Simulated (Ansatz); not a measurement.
# BrHOSi (SMILES O[Si]Br): functionals against CCSD(T) at one geometry

An exercise on one series of results from a longer session: the logs are not shown, and one member is left open.

The runs use Ansatz 0.2.0, Gaussian basis; single points in def2-TZVPP.

Correlated methods freeze the cores. Filled d shells of the heavier atoms are correlated.

## The starting structure

SMILES `O[Si]Br`, 4 atoms, charge 0, spin multiplicity 1.

Atoms are counted from 1 here; the program's logs count them from 0.

Bond lengths: O1–Si2 1.603 Å, O1–H4 0.937 Å, Si2–Br3 2.274 Å. Angles: Si2–O1–H4 130.1°, O1–Si2–Br3 102.2°.

Coordinates:

```xyz
4

O    -0.8255    0.4531   -0.4422
Si   -0.5623   -0.7893    0.5367
Br    1.7034   -0.7761    0.7303
H    -0.2191    1.0406   -0.8496
```

Set-up of the first run:

Input file run/in.yaml:

```yaml
crystal:
  periodic: [false, false, false]
  atoms:
    - {symbol: O, position_ang: [-0.825500, 0.453100, -0.442200]}
    - {symbol: Si, position_ang: [-0.562300, -0.789300, 0.536700]}
    - {symbol: Br, position_ang: [1.703400, -0.776100, 0.730300]}
    - {symbol: H, position_ang: [-0.219100, 1.040600, -0.849600]}
basis:
  gaussian: {orbitals: def2-TZVPP}
correlation: {method: ccsd_t}
output: {forces: true}
```

The command line of these runs was not kept.

Among the steps run: CCSD(T)/def2-TZVPP; PBE0-D4/def2-TZVPP; wB97M-V/def2-TZVPP; r2SCAN-D4/def2-TZVPP; PBE-D4/def2-TZVPP; LC-wPBE/def2-TZVPP; CAM-B3LYP-D4/def2-TZVPP.

One of the session's tables, all rows but one given; the rest of the session is left out.

| method | RMS force component (eV/Å) | angle to CCSD(T) forces (°) | dipole (D) |
| --- | --- | --- | --- |
| CCSD(T) | 0.583 | reference | 1.42 |
| PBE0-D4 | 0.534 | 6.5 | 1.44 |
| wB97M-V | 0.561 | 6.9 | 1.44 |
| r2SCAN-D4 | 0.589 | 8.1 | 1.50 |
| PBE-D4 | ? | ? | ? |
| LC-wPBE | 0.516 | 13.2 | 1.54 |
| CAM-B3LYP-D4 | 0.532 | 13.2 | 1.43 |

Q: Estimate the row for PBE-D4 from the others.

The run gave: RMS force component (eV/Å): 0.811; angle to CCSD(T) forces (°): 8.7; dipole (D): 1.43. In the column «RMS force component (eV/Å)» it is the highest.
